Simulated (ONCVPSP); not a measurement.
# Scandium: generating and testing an ONCV potential

Aim: build the potential from the settings below, then test how well it stands in for the atom: other configurations, scattering, ghost states and the plane-wave cutoff that it needs.

Method: ONCVPSP 4.0.1, PBEsol, scalar-relativistic.

## 1. The design

The settings as typed:

| Item | Value |
| --- | --- |
| element | scandium (Sc, Z = 21) |
| type | optimised norm-conserving Vanderbilt (ONCV) |
| frozen core | [Ar] |
| valence charge | 3 |
| reference configuration | 3d1 4s2 |
| partial waves | 4s: rc 2.80 bohr, ncon 4, nbas 8, qcut 2.8 1/bohr, 2 projectors, debl 1.5 Ha; p scattering state at 0.32 Ha: rc 2.40 bohr, ncon 3, nbas 7, qcut 2.9 1/bohr, 1 projector; 3d: rc 2.20 bohr, ncon 3, nbas 7, qcut 6.1 1/bohr, 1 projector |
| local potential | polynomial inside 2.20 bohr (lpopt 5, dvloc0 0 Ha) |
| core correction | Teter function, fcfact 5.25, rcfact 1.4 |

The nodes and maxima of the atom's own shells, from an earlier all-electron run, set the scale for the radii.

All-electron outer shells of the reference configuration (PBEsol, scalar-relativistic, ld1.x):

| shell | level (eV) | outermost node (bohr) | outermost maximum (bohr) |
| --- | --- | --- | --- |
| 3p | -33.55 | 0.39 | 0.97 |
| 4s | -4.19 | 1.33 | 3.10 |
| 3d | -3.25 | – | 1.10 |
| 4p | -1.45 | 1.49 | 4.03 |

## 2. Generating the potential

File Sc.dat:

```
# ATOM AND REFERENCE CONFIGURATION
# atsym  z   nc   nv     iexc    psfile
  Sc 21.00    5    2  -116133      upf
#
#   n    l    f
    1    0    2.00
    2    0    2.00
    2    1    6.00
    3    0    2.00
    3    1    6.00
    3    2    1.00
    4    0    2.00
#
# PSEUDOPOTENTIAL AND OPTIMIZATION
# lmax
    2
#
#   l,   rc,      ep,       ncon, nbas, qcut
    0    2.80    0.00    4    8    2.80
    1    2.40    0.32    3    7    2.90
    2    2.20    0.00    3    7    6.10
#
# LOCAL POTENTIAL
# lloc, lpopt,  rc(5),   dvloc0
    4    5    2.20    0.00
#
# VANDERBILT-KLEINMAN-BYLANDER PROJECTORs
# l, nproj, debl
    0    2    1.50
    1    1    0.50
    2    1    2.80
#
# MODEL CORE CHARGE
# icmod, fcfact, rcfact
    3    5.25    1.40
#
# LOG DERIVATIVE ANALYSIS
# epsh1, epsh2, depsh
   -2.00    5.00    0.02
#
# OUTPUT GRID
# rlmax, drl
    6.00    0.01
#
# TEST CONFIGURATIONS
# ncnf
    4
# nvcnf
#   n    l    f
    2
    3    2    1.00
    4    0    1.00
#
    2
    3    2    1.00
    4    0    0.00
#
    2
    3    2    1.00
    4    0    1.50
#
    3
    3    2    1.00
    4    0    1.00
    4    1    1.00
#
```

Command:

```bash
$ oncvpsp.x < Sc.dat > Sc.out
```

Q: Predict the outcome of this session. Wanted: cutoffs for 1 and 0.1 mHa per electron, occupied waves; bound ghosts; GHOST(+) flags; largest test error; largest phase difference near zero energy, channels read; rms error of d²Exc/dn², without and with the model core.

As calculated:

| quantity | value |
| --- | --- |
| cutoffs for 1 and 0.1 mHa per electron, occupied waves | 15 Ha and 17 Ha |
| bound ghosts | none found |
| GHOST(+) flags | s at 39 eV |
| largest test error (AE − PS) | -169 meV, for 3d1 4s0 |
| largest phase difference near zero energy, channels read | 0.095 rad |
| rms error of d²Exc/dn², without and with the model core | 34.12 and 16.67 mHa |

In words: The worst unpolarised test, 3d1 4s0, is off by 169 meV on 19.6 eV; by total energies transferability rates as poor. The potential is soft on the atom at that tolerance: the looser tolerance needs 15 Ha. At the looser tolerance the 3d wave is the slowest; 4s needs 2 Ha. It is free of bound ghosts as far as tested. Near zero energy the largest phase difference among the channels read is 0.10 rad, in the p channel. The program also flags highly localised states, GHOST(+) (s).
